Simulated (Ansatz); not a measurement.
# C6H3FGe: the cost of one run

Computed with Ansatz 0.2.0, Gaussian basis. Level: the settings change from run to run.

### 1 The relaxed structure

The geometry comes from an earlier relaxation with PBE0-D4 in a triple-zeta def2 set; it is a stationary point, not always the lowest conformer.

SMILES `C#[C][Ge]([F])([C]#C)[C]#C`, 11 atoms, charge 0, spin multiplicity 1.

Atoms are counted from 1 here; the program's logs count them from 0.

Bond lengths: C1–C2 1.203 Å, C1–H9 1.066 Å, C2–Ge3 1.882 Å, Ge3–F4 1.727 Å, Ge3–C5 1.882 Å, Ge3–C7 1.882 Å, C5–C6 1.203 Å, C6–H10 1.066 Å, C7–C8 1.203 Å, C8–H11 1.066 Å. Angles: C2–C1–H9 179.7°, C1–C2–Ge3 179.1°, C2–Ge3–F4 107.2°, C2–Ge3–C5 111.6°, C2–Ge3–C7 111.7°, F4–Ge3–C5 107.2°, F4–Ge3–C7 107.2°, C5–Ge3–C7 111.6°, Ge3–C5–C6 179.1°, C5–C6–H10 179.7°, Ge3–C7–C8 179.1°, C7–C8–H11 179.7°.

### 2 revPBE/def2-mTZVP

Set apart from the defaults: charge +1, multiplicity 2, atoms shaken by 0.03 Å, a grid of angular degree 11, a point charge of 0.50 e beside it, D4 dispersion, high accuracy.

File in.yaml:

```yaml
crystal:
  periodic: [false, false, false]
  atoms:
    - {symbol: C, position_ang: [-0.647278, -0.215604, 2.888791]}
    - {symbol: C, position_ang: [-0.614030, -0.126132, 1.684370]}
    - {symbol: Ge, position_ang: [-0.551194, 0.177590, -0.146102]}
    - {symbol: F, position_ang: [-2.131657, 0.577796, -0.669284]}
    - {symbol: C, position_ang: [0.615136, 1.545549, -0.624363]}
    - {symbol: C, position_ang: [1.320797, 2.462964, -0.982089]}
    - {symbol: C, position_ang: [-0.048300, -1.448936, -1.068290]}
    - {symbol: C, position_ang: [0.241543, -2.482287, -1.628068]}
    - {symbol: H, position_ang: [-0.643278, -0.362456, 3.929866]}
    - {symbol: H, position_ang: [1.986103, 3.254745, -1.267559]}
    - {symbol: H, position_ang: [0.516639, -3.408080, -2.130788]}
basis:
  gaussian: {orbitals: def2-mTZVP, final_grid: {core_spheres: 5, valence_spheres: 4, degree: 11}, point_charges: [{charge: 0.50, position_ang: [6.107, 0.583, 0.814]}]}
total_charge: 1
magnetization: {spin_polarized: true, initial_magnetization: 1}
hamiltonian: {xc: {name: revPBE}, dispersion: d4}
accuracy: high
```

Launch:

```sh
$ ansatz run in.yaml --threads 8 --pin off --events-out ev --progress --plain --max-ram 18278MiB
```

What time and memory should one allow on 8 threads of Arm Neoverse V1, shared host?

About 13 s, with a peak of 0.83 GiB.
